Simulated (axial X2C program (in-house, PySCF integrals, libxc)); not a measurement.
# WBr: EOM-IP-CCSD levels

Wanted for WBr: EOM-IP-CCSD levels, at the two-component level.

Method: two-component X2C with atomic mean-field terms, W dyall-acv3z, Br dyall-acv3z; program: an in-house X2C program for linear molecules on PySCF integrals.

All values are calculated.

**1. Input**

Input file task.json:

```json
{"zs": [74, 35], "q": 0, "bas": ["dyall-acv3z", "dyall-acv3z"], "r0": 2.51, "eom": "ip", "rq": -1, "thr": -2.0, "nmax": 95, "grid": [1, 0.96, 1.045, 0.92, 1.09, 1.15]}
```

Keys: zs atomic numbers; q charge; bas basis sets; r0 starting distance in Å; eom kind of EOM run; thr threshold in hartree for freezing inner shells (an s shell follows its p shell); nmax most natural virtual spinors; grid distances as factors.

Launch:

```console
python soeom.py task.json out
```

The runs that follow: EOM-IP-CCSD at 2.515 Å.

**Question.** What will these runs give? Wanted: next root led by one particle; T1 of the reference; lowest state, Re and ωe.

**Answer**, as computed:

```
                     quantity                            value
       lowest root at 2.515 Å                Ω = 1/2, 1.869 eV
next root led by one particle  Ω = 1/2, about 5740 cm⁻¹ higher
          T1 of the reference                            0.036
      lowest state, Re and ωe              2.419 Å, 239.1 cm⁻¹
```

In words: Removing an electron from the reference determinant of WBr⁻ costs 1.87 eV and empties a spinor of 48% W sσ, 19% W dπ, 16% W pσ. The closed-shell reference lies 1.18 eV above the lowest determinant found, so these energies count from an excited configuration. Errors of 0.1 to 0.3 eV are usual at this size, and roots led by higher excitations are left out, so the list is incomplete, and low states of that kind can be missing. T1 or the largest double amplitude of the reference is raised, which lowers the reliability. The bond is 0.167 Å shorter than in the closed-shell reference at CCSD (2.586 Å).
